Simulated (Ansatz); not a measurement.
# BiBr₃: ionisation energy by level of theory

One table from this session's results is given with a row withheld; the runs are named, their logs left out.

Computed with Ansatz 0.2.0, Gaussian basis. Level: unrestricted cation, the program's frozen cores in correlated methods.

The runs, in order: UKS PBE-D4/def2-TZVPP; UKS r2SCAN-D4/def2-TZVPP; UKS PBE0-D4/def2-TZVPP; UKS B3LYP-D4/def2-TZVPP; UKS wB97X-V/def2-TZVPP; UKS wB97M-V/def2-TZVPP; UKS B2PLYP/def2-TZVPP; UHF-CCSD(T)/def2-TZVPP; UHF-MP2/def2-QZVPP; extrapolation to the limit; then −ε(HOMO) from the neutral's earlier runs with LDA (SPW92), PBE-D4, revPBE-D4, BLYP-D4, r2SCAN-D4, B97M-V, PBE0-D4, B3LYP-D4, r2SCANh-D4, r2SCAN0-D4, HSE06-D4, BHLYP-D4, CAM-B3LYP-D4, LC-ωPBE, ωB97X-V, ωB97M-V.

## The geometry

All runs share one geometry, relaxed beforehand with PBE0-D4 in a triple-zeta def2 set. Bi takes the def2 core potential; no spin-orbit term is included.

4 atoms, charge 0, spin multiplicity 1.

Atoms are counted from 1 here; the program's logs count them from 0.

Bond lengths: Br1–Bi2 2.582 Å, Bi2–Br3 2.582 Å, Bi2–Br4 2.582 Å. Angles: Br1–Bi2–Br3 98.9°, Br1–Bi2–Br4 98.9°, Br3–Bi2–Br4 98.9°.

The first run:

in.yaml

```yaml
crystal:
  periodic: [false, false, false]
  atoms:
    - {symbol: Br, position_ang: [0.309492, 0.707060, 2.152363]}
    - {symbol: Bi, position_ang: [-0.855725, -0.346750, 0.103315]}
    - {symbol: Br, position_ang: [1.036881, -1.926708, -0.663916]}
    - {symbol: Br, position_ang: [-0.490648, 1.566408, -1.591772]}
basis:
  gaussian: {orbitals: def2-TZVPP}
total_charge: 1
magnetization: {spin_polarized: true, initial_magnetization: 1}
hamiltonian: {xc: pbe, dispersion: d4}
```

Command:

```bash
> ansatz run in.yaml --threads 2 --pin off --events-out ev --progress --plain --max-ram 22528MiB --backend cpu
```

Steps of the session up to this table: Cation, UKS PBE-D4/def2-TZVPP; Cation, UKS r2SCAN-D4/def2-TZVPP; Cation, UKS PBE0-D4/def2-TZVPP; Cation, UKS B3LYP-D4/def2-TZVPP; Cation, UKS wB97X-V/def2-TZVPP; Cation, UKS wB97M-V/def2-TZVPP; Cation, UKS B2PLYP (frozen core)/def2-TZVPP; Cation, UHF-CCSD(T)/def2-TZVPP; Cation, UHF-MP2/def2-QZVPP.

One of the session's tables, all rows but one given; the rest of the session is left out.

Orbital estimates, from the neutral's runs:

| functional | −ε(HOMO) (eV) |
| --- | --- |
| LDA (SPW92) | ? |
| PBE-D4 | 7.13 |
| revPBE-D4 | 7.07 |
| BLYP-D4 | 6.94 |
| r2SCAN-D4 | 7.48 |
| B97M-V | 7.46 |
| PBE0-D4 | 8.28 |
| B3LYP-D4 | 8.05 |
| r2SCANh-D4 | 7.90 |
| r2SCAN0-D4 | 8.50 |
| HSE06-D4 | 7.90 |
| BHLYP-D4 | 9.21 |
| CAM-B3LYP-D4 | 9.46 |
| LC-ωPBE | 10.69 |
| ωB97X-V | 10.39 |
| ωB97M-V | 10.26 |

Estimate the missing values for LDA (SPW92).

**Answer.** −ε(HOMO) (eV): 7.31. In the column «−ε(HOMO) (eV)» it lies between PBE-D4 (7.13) and B97M-V (7.46).
